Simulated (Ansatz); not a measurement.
CsLiCr2Te2S3:

```
CELL_PARAMETERS angstrom
7.05684 0.00000 0.00788
0.00000 3.98060 0.00000
-2.68302 0.00000 8.67869
ATOMIC_POSITIONS crystal
Cs 0.07739 0.00000 0.37706
Li 0.86424 0.50000 0.78883
Cr 0.12646 0.00000 0.94616
Cr 0.59290 0.50000 0.97165
Te 0.50838 0.00000 0.15270
Te 0.55612 0.00000 0.74893
S 0.87426 0.00000 0.68502
S 0.25176 0.50000 0.84402
S 0.96294 0.50000 0.05357
```

The cell was built by a generator and needn't be a form met in nature.

Base run:

| Property | Result |
| --- | --- |
| Program | Ansatz 0.2.0 |
| Functional | PBE |
| Potentials or basis | Ansatz PAW |
| Cutoff | 420 eV (not typed: the program's choice for these potentials) |
| k mesh | 4 × 7 × 3 |
| Occupations | fermi-dirac, width 0.05 eV |
| Spin | collinear spin, ferromagnetic start |
| Starting moments | [0.0, 0.0, 3.0, 3.0, 0.0, 0.0, 0.0, 0.0, 0.0] μB |
| Hubbard terms | Cr d U = 6 eV |

Its results: band gap on the k mesh 0.08 eV, indirect (least direct gap 0.36 eV); pressure 3.6 GPa; net moment 6.01 μB per cell; site moments Cs -0.01; Li -0.00; Cr +3.50, +3.37; Te -0.41, -0.15; S -0.10, -0.36, -0.22 μB; largest force 0.778 eV/Å.

Q: The run is repeated on the same cell with these changes: hubbard terms from Cr d U = 6 eV to Cr d U = 4 eV. What comes out?

A: Band gap on the k mesh 0.22 eV, indirect (least direct gap 0.51 eV); pressure 2.3 GPa; net moment 6.00 μB per cell; site moments Cs -0.01; Li -0.00; Cr +3.32, +3.17; Te -0.32, -0.11; S -0.08, -0.28, -0.16 μB; largest force 0.501 eV/Å.

Caveats: the magnetic or orbital state may not be the lowest; odd divisions of the mesh miss points on the zone boundary, where band edges often lie, so the gap on the mesh can be too wide; spin-orbit coupling is left out, which moves the levels of the heavy elements; only a ferromagnetic start was run, and an antiferromagnetic order may lie lower in energy.

A k mesh can miss the band edges.
